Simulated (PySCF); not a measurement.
# [Sm(HCN)]2+: other functionals and bases at one geometry

How far do other levels of theory move the description of [Sm(HCN)]2+, and what does each cost? The species was built from a template and needn't be a known compound.

Computed with PySCF 2.14.0. Level: several levels, as the steps say, no spin–orbit coupling.

1 further run of the same task is left out (for a known fault of the program).

### Step 1. The system as given

4 atoms, charge 2, spin multiplicity 1.

Bond lengths: Sm1–N2 2.532 Å, N2–C3 1.154 Å, C3–H4 1.094 Å. Angles: Sm1–N2–C3 180.0°, N2–C3–H4 180.0°.

Geometry (Å):

```xyz
4

Sm    0.00000    0.00000   -0.36431
N     0.00000    0.00000    2.16771
C     0.00000    0.00000    3.32131
H     0.00000    0.00000    4.41547
```

Formal oxidation states: Sm +2. Each metal's 6 4f electrons lie in its core potential, so multiplicities, spins and levels count the valence alone. An earlier session relaxed this geometry at PBE0, Sm lcecp-0-SVP with ECP52, N def2-SVP, C def2-SVP, H def2-SVP (singlet, point group C∞v).

At PBE0 on the finer grid: E = -121.529500 Eh, frontier levels not given, since the 4f levels lie in the core, Mulliken charge on Sm1 +1.78 e, largest force component 0.001 eV/Å. 

Levels to run: B3LYP; wB97X; PBE0, TZVP. Hardware: 2 threads of Arm Neoverse V1, shared host.

### Step 2. B3LYP

The input, run.py (the lines that set the calculation):

```python
mol = gto.M(atom='''
Sm     0.00000     0.00000    -0.36431
N      0.00000     0.00000     2.16771
C      0.00000     0.00000     3.32131
H      0.00000     0.00000     4.41547''',
    basis={'Sm': 'lcecp-0-SVP', 'N': 'def2-SVP', 'C': 'def2-SVP', 'H': 'def2-SVP'},
    ecp={'Sm': 'lcecp-0-SVP'},
    charge=2, spin=0)
mf = dft.RKS(mol, xc='B3LYP')
mf.grids.atom_grid = (75, 302)  # f atoms: unpruned, at least (60, 302)
mf = mf.density_fit()  # fitting sets: Sm AutoAux, N def2-universal-JKFIT, C def2-universal-JKFIT, H def2-universal-JKFIT
mf.conv_tol = 1e-08; mf.max_cycle = 55
mf.kernel(dm0)  # dm0: the density of the relaxed state
```

Launch:

```bash
OMP_NUM_THREADS=2 python run.py
```

### Step 3. wB97X

Changes to run.py (the lines that set the calculation) since step 2:

```diff
@@ -8,3 +8,3 @@
     charge=2, spin=0)
-mf = dft.RKS(mol, xc='B3LYP')
+mf = dft.RKS(mol, xc='WB97X')
 mf.grids.atom_grid = (75, 302)  # f atoms: unpruned, at least (60, 302)
```

### Step 4. PBE0, TZVP

Basis: Sm lcecp-0-TZVP with ECP52, N def2-TZVP, C def2-TZVP, H def2-TZVP. 

The input, run.py (the lines that set the calculation):

```python
mol = gto.M(atom='''
Sm     0.00000     0.00000    -0.36431
N      0.00000     0.00000     2.16771
C      0.00000     0.00000     3.32131
H      0.00000     0.00000     4.41547''',
    basis={'Sm': 'lcecp-0-TZVP', 'N': 'def2-TZVP', 'C': 'def2-TZVP', 'H': 'def2-TZVP'},
    ecp={'Sm': 'lcecp-0-TZVP'},
    charge=2, spin=0)
mf = dft.RKS(mol, xc='PBE0')
mf.grids.atom_grid = (75, 302)  # f atoms: unpruned, at least (60, 302)
mf = mf.density_fit()  # fitting sets: Sm AutoAux, N def2-universal-JKFIT, C def2-universal-JKFIT, H def2-universal-JKFIT
mf.conv_tol = 1e-08; mf.max_cycle = 55
mf.kernel(dm0)  # dm0: free metal ions and neutral atoms
```

Q: Predict the outcome of this session. Wanted: for each run, charge on Sm1; dipole; largest force.

**Answer**, as computed:

| level | state | charge on Sm1 (e) | dipole (D) | largest force (eV/Å) | basis functions | time |
| --- | --- | --- | --- | --- | --- | --- |
| PBE0 (relaxed here) | singlet | 1.78 | 2.41 | 0.00 | 64 | 3.8 s |
| B3LYP | singlet | 1.76 | 2.43 | 0.24 | 64 | 1.7 s |
| wB97X | singlet | 1.79 | 2.31 | 0.29 | 64 | 2.2 s |
| PBE0, TZVP | singlet | 1.86 | 2.50 | 1.08 | 115 | 5.4 s |

Times are on 2 threads of Arm Neoverse V1, shared host; the first row also made further properties. The dipole of a charged species depends on the origin, so these sizes hold for this origin alone.

The largest leftover force, 1.08 eV/Å with PBE0, TZVP, stands at a geometry relaxed at another level. The Mulliken charge on Sm spans +1.76 to +1.86 e over the levels. With 4f in the core, its levels are missing from HOMO and gap. Total energies of different levels can't be compared. Spin–orbit coupling is left out throughout.
